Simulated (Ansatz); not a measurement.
**MoS2: band gap under strain**

How does strain move the band edges of MoS2 in the 2H-MoS2 structure, and do the functionals agree on it? States: -2.0 % biaxial strain in x and y, free along z; -1.0 % biaxial strain in x and y, free along z; +1.0 % biaxial strain in x and y, free along z.

Code: Ansatz 0.2.0. PAW datasets, plane waves. No spin polarisation and no zero-point or thermal motion.

## Step 1: The structure to begin with

The unstrained cell was relaxed with r2SCAN+rVV10; in each strained cell the atoms were relaxed again with r2SCAN+rVV10. Names of k-points are those of the unstrained zone, where strain can split equivalent points. First state: -2.0 % biaxial strain in x and y, free along z.

It is hexagonal, P6_3/mmc (No. 194); a = 3.110 Å, c = 12.557 Å in the conventional setting, 17.52 Å³ an atom. Mo has 6 S at 2.39 Å; S has 3 Mo at 2.39 Å.

Structure file:

```cif
data_structure
_symmetry_space_group_name_H-M 'P6_3/mmc'
_symmetry_Int_Tables_number 194
_cell_length_a 3.1096
_cell_length_b 3.1096
_cell_length_c 12.5566
_cell_angle_alpha 90.000
_cell_angle_beta 90.000
_cell_angle_gamma 120.000
_cell_volume 105.15
loop_
_atom_site_label
_atom_site_type_symbol
_atom_site_symmetry_multiplicity
_atom_site_Wyckoff_symbol
_atom_site_fract_x
_atom_site_fract_y
_atom_site_fract_z
_atom_site_occupancy
Mo1 Mo 2 c 0.33333 0.66667 0.25000 1
S1 S 4 f 0.66667 0.33333 0.37559 1
```

From earlier runs on the unstrained cell: PBE 0.93 eV, r2SCAN 1.08 eV, HSE06 1.48 eV, r2SCAN+SOC 1.03 eV; a = 3.173 Å, c = 12.436 Å.

## Step 2: -2.0 % biaxial strain in x and y, free along z: PBE

Input file input.yaml:

```yaml
crystal:
  lattice:
    - [3.1095595307, 0.0, 0.0]
    - [-1.5547797654, 2.6929575482, 0.0]
    - [0.0, 0.0, 12.556573883]
  atoms:
    - { symbol: Mo, position: [0.3333333333, 0.6666666667, 0.25] }
    - { symbol: Mo, position: [0.6666666667, 0.3333333333, 0.75] }
    - { symbol: S, position: [0.6666666667, 0.3333333333, 0.3755948661] }
    - { symbol: S, position: [0.6666666667, 0.3333333333, 0.1244051339] }
    - { symbol: S, position: [0.3333333333, 0.6666666667, 0.8755948661] }
    - { symbol: S, position: [0.3333333333, 0.6666666667, 0.6244051339] }
kpoints:
  mp_grid: { grid: [12, 12, 2] }
  band_path:
    path:
      - [0.0, 0.0, 0.0]
      - [0.5, 0.0, 0.0]
      - [0.3333333333, 0.3333333333, 0.0]
      - [0.0, 0.0, 0.5]
      - [0.5, 0.0, 0.5]
      - [0.3333333333, 0.3333333333, 0.5]
      - [0.177083, 0.177083, 0.0]
    npoints: 1
hamiltonian:
  xc: pbe
scf:
  occupations: { method: fermi_dirac, width: 0.02 }
  n_extra_bands: 5
output:
  forces: true
  stress: true
  eigenvalues: true
```

Command:

```
$ ansatz run input.yaml --threads 2 --pin off --max-ram 29491MiB --backend cpu --events-out ev --progress --plain --runs-dir out
```

The runs that follow: -2.0 % biaxial strain in x and y, free along z: r2SCAN; -2.0 % biaxial strain in x and y, free along z: HSE06; -2.0 % biaxial strain in x and y, free along z: r2SCAN+SOC; -2.0 % biaxial strain in x and y, free along z: r2SCAN; -1.0 % biaxial strain in x and y, free along z: PBE; -1.0 % biaxial strain in x and y, free along z: r2SCAN; -1.0 % biaxial strain in x and y, free along z: HSE06; -1.0 % biaxial strain in x and y, free along z: r2SCAN+SOC; -1.0 % biaxial strain in x and y, free along z: r2SCAN; +1.0 % biaxial strain in x and y, free along z: PBE; +1.0 % biaxial strain in x and y, free along z: r2SCAN; +1.0 % biaxial strain in x and y, free along z: HSE06; +1.0 % biaxial strain in x and y, free along z: r2SCAN+SOC; +1.0 % biaxial strain in x and y, free along z: r2SCAN.

Before running it: what results should come out?

The runs gave:

Least gap in eV (negative: overlap), with the change from the unstrained cell in brackets:

```
                                         state  volume change (%)           PBE        r2SCAN         HSE06
-2.0 % biaxial strain in x and y, free along z               -3.0  1.02 (+0.09)  1.23 (+0.15)  1.59 (+0.11)
-1.0 % biaxial strain in x and y, free along z               -1.5  0.97 (+0.04)  1.17 (+0.09)  1.54 (+0.06)
+1.0 % biaxial strain in x and y, free along z               +1.5  0.80 (-0.13)  0.86 (-0.22)  1.24 (-0.24)
```

**Reading.** With HSE06, of the states in the table +1.0 % biaxial strain in x and y, free along z shifts the gap most, by -0.234 eV. PBE and HSE06 differ by 0.55 eV on the unstrained gap, and by at most 0.11 eV on its change: the two disagree on the size of the gap but agree on its response to strain.
